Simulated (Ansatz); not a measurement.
# AsH₃ (singlet): from Hartree-Fock to the top rungs at distance As1–H4 = 1.881 Å, 6-31G

An exercise on one series of results from a longer session: the logs are not shown, and one member is left open.

The runs use Ansatz 0.2.0, Gaussian basis; 6-31G, core rule «outside noble gas», up to 14 orbitals frozen.

The runs, in order: UHF; CCSD(T) on RHF; BCCD(T) on RHF; CISD; CCSDT(Q) on RHF; CCSDTQ on RHF; CASSCF and MRCISD+Q, 2 electrons in 2 orbitals; CASSCF and NEVPT2, 2 electrons in 2 orbitals; CASSCF and MRCISD+Q, 8 electrons in 7 orbitals; CASSCF and NEVPT2, 8 electrons in 7 orbitals; Full CI.

20 further runs of the same task are left out: 15 that didn't finish, 5 set aside as unsound or not needed.

## What is computed

The geometry derives from a PBE0/def2-TZVP stationary point (not a proven minimum). One bond is set to the value named and the two fragments are kept rigid. No spin-orbit coupling is included. The filled d shell of As may be among the frozen orbitals whatever the setting's name suggests; the logs give the count.

4 atoms, charge 0, spin multiplicity 1.

Atoms are counted from 1 here; the program's logs count them from 0.

Bond lengths: As1–H2 1.522 Å, As1–H3 1.522 Å. Angles: H2–As1–H3 92.0°.

The first run:

The input, in.yaml:

```yaml
crystal:
  periodic: [false, false, false]
  atoms:
    - {symbol: As, position_ang: [0.002086, 0.003383, -0.035451]}
    - {symbol: H, position_ang: [1.261199, 0.017358, 0.818932]}
    - {symbol: H, position_ang: [-0.646952, 1.090185, 0.809026]}
    - {symbol: H, position_ang: [-0.769307, -1.359005, 1.007149]}
basis:
  gaussian: {orbitals: 6-31G}
magnetization: {spin_polarized: true, initial_magnetization: 0}
hamiltonian: {xc: hf}
output: {orbitals: {seedname: orbitals}}
```

On the command line:

```console
ansatz run in.yaml --threads 1 --pin off --events-out ev --progress --plain --max-ram 2393MiB
```

Steps of the session up to this table: UHF; CCSD(T) on RHF; BCCD(T) on RHF; CISD; CCSDT(Q) on RHF; CCSDTQ on RHF; CASSCF and MRCISD+Q, 2 electrons in 2 orbitals; CASSCF and NEVPT2, 2 electrons in 2 orbitals; CASSCF and MRCISD+Q, 8 electrons in 7 orbitals; CASSCF and NEVPT2, 8 electrons in 7 orbitals; Full CI.

One table of the session follows, with a row left open; its other results are not shown here.

It belongs to the step «Misses and costs». 

```
          method  from FCI (meV)
             RHF         +2622.0
            RMP2          +759.2
            CISD          +165.8
           RCCSD           +39.1
        RCCSD(T)            +8.6
         BCCD(T)            +8.8
          RCCSDT            +1.7
       RCCSDT(Q)            +0.2
         RCCSDTQ            +0.1
     CASSCF pair         +1898.8
     NEVPT2 pair          +500.7
     MRCISD pair           +78.1
   MRCISD+Q pair           -12.2
  CASSCF valence          +794.0
  NEVPT2 valence          +183.1
  MRCISD valence               ?
MRCISD+Q valence            +9.6
             FCI               0
```

Estimate the missing values for MRCISD valence.

As computed: from FCI (meV): +22.0. In the column «from FCI (meV)» it lies between MRCISD+Q valence (+9.6) and RCCSD (+39.1).

Caveats from the session: MRCISD+Q pair falls below full CI: the +Q correction isn't variational, and the cores differ from full CI's.
